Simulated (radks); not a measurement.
# Ionising europium step by step, Eu to Eu²⁰⁺

One table from this session's results is given with a row withheld; the runs are named, their logs left out.

The numbers are computed with radks (a radial shooting solver on a logarithmic mesh, Libxc functionals) version 1 (scalar-relativistic Kohn-Sham, exchange-only LDA, spin-polarised, spherical densities, point nucleus; open shells are filled with parallel spins first), except any that are marked as measured or tabulated.

### The system

```
element             : europium (Z = 63)
charges             : 0 to 20
first configuration : [Xe] 4f7 6s2
last configuration  : [Kr] 4d7
```

Outer shells as boxes (Hund's rule):

Eu
```
[Xe] core
4f [↑ ][↑ ][↑ ][↑ ][↑ ][↑ ][↑ ]
6s [↑↓]
```

Eu²⁰⁺
```
[Kr] core
4d [↑↓][↑↓][↑ ][↑ ][↑ ]
```

Set-up of the first run:

Input:

```text
Z 63
configuration [Xe] 4f7 6s2
relativity scalar-relativistic
functional lda,
spin polarised
nucleus point
c 137.035999084
```

Among the steps run: Eu, [Xe] 4f7 6s2.

One table of the session follows, with a row left open; its other results are not shown here.

It belongs to the step «Eu, [Xe] 4f7 6s2». From the orbitals of this run (lengths in bohr):

| level | <r> | outermost maximum (interpolated) | 90 % within | nodes |
| --- | --- | --- | --- | --- |
| 4d down | 0.6557 | 0.573 | 0.987 | 1 |
| 5s up | 1.374 | 1.23 | 1.98 | 4 |
| 5s down | 1.399 | 1.24 | 2.03 | 4 |
| 5p up | 1.621 | 1.40 | 2.39 | 3 |
| 5p down | 1.670 | 1.42 | 2.47 | 3 |
| 4f up | ? | ? | ? | ? |
| 6s up | 4.247 | 3.54 | 6.34 | 5 |
| 6s down | 4.484 | 3.72 | 6.72 | 5 |

Q: Estimate the row for 4f up from the others.

As computed: <r>: 0.9576; outermost maximum (interpolated): 0.592; 90 % within: 1.68; nodes: 0. In the column «<r>» it lies between 4d down (0.6557) and 5s up (1.374).

To keep in mind: Open shells are spherical and high-spin; term and fine-structure splittings are not resolved.
